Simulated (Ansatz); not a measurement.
# ScC3: the cost of one run

Program: Ansatz 0.2.0. Level of theory: DFT PBE, scalar-relativistic, plane waves, PAW. These are calculated values, not measurements.

3 further runs of the same task are left out: 3 set aside as unsound or not needed.

## Step 1: The starting structure

The structure is hexagonal, space group P6_3/m (No. 176). Conventional cell: a = 4.823 Å, b = 4.823 Å, c = 5.196 Å, α = 90.00°, β = 90.00°, γ = 120.00°. Around Sc (site symmetry -6) lie 3 C at 1.39 Å. C (site symmetry m) is surrounded by 1 Sc at 1.39 Å.

Structure file:

```
Sc C
1.0
     4.82312    0.00000    0.00000
    -2.41156    4.17695    0.00000
     0.00000    0.00000    5.19596
Sc C
2 6
Cartesian
  0.0000 2.7846 1.2990
  2.4116 1.3923 3.8970
  -0.6880 1.5718 1.2990
  3.1179 0.1901 3.8970
  1.3944 2.7952 1.2990
  3.0996 2.6052 3.8970
  -0.7063 3.9869 1.2990
  1.0172 1.3817 3.8970
```

This is candidate A: BCl3 type (P6_3/m, No. 176).

(A quick probe on a coarse mesh, which set the mesh and smearing, is not shown.)

## Step 3: A loose first relaxation (candidate A)

input.yaml

```yaml
crystal:
  lattice:
    - [4.8231212126, 0.0, 0.0]
    - [-2.4115606063, 4.1769454957, 0.0]
    - [0.0, 0.0, 5.1959628233]
  atoms:
    - { symbol: Sc, position: [0.3333333333, 0.6666666667, 0.25] }
    - { symbol: Sc, position: [0.6666666667, 0.3333333333, 0.75] }
    - { symbol: C, position: [0.0455, 0.3763, 0.25] }
    - { symbol: C, position: [0.6692, 0.0455, 0.75] }
    - { symbol: C, position: [0.6237, 0.6692, 0.25] }
    - { symbol: C, position: [0.9545, 0.6237, 0.75] }
    - { symbol: C, position: [0.3308, 0.9545, 0.25] }
    - { symbol: C, position: [0.3763, 0.3308, 0.75] }
basis:
  ecutwfc: 420
kpoints:
  mp_grid: { grid: [6, 6, 4] }
hamiltonian:
  xc: pbe
scf:
  occupations: { method: gaussian, width: 0.1 }
  lower_state_search: "off"
output:
  forces: true
  stress: true
  eigenvalues: true
relax:
  adjacent_minimum: "off"
  f_tol: 0.04
  max_steps: 70
  cell: { stress_tol: 0.4 }
```

Started as:

```sh
$ ansatz run input.yaml --threads 1 --pin off --max-ram 2560MiB --backend cpu --events-out ev --progress --plain --runs-dir out
```

Q: Estimate wall time and peak memory on 1 thread of Intel Xeon Platinum 8375C at 2.90GHz (Ice Lake), shared host.

About 93 s, with a peak of 0.47 GiB.
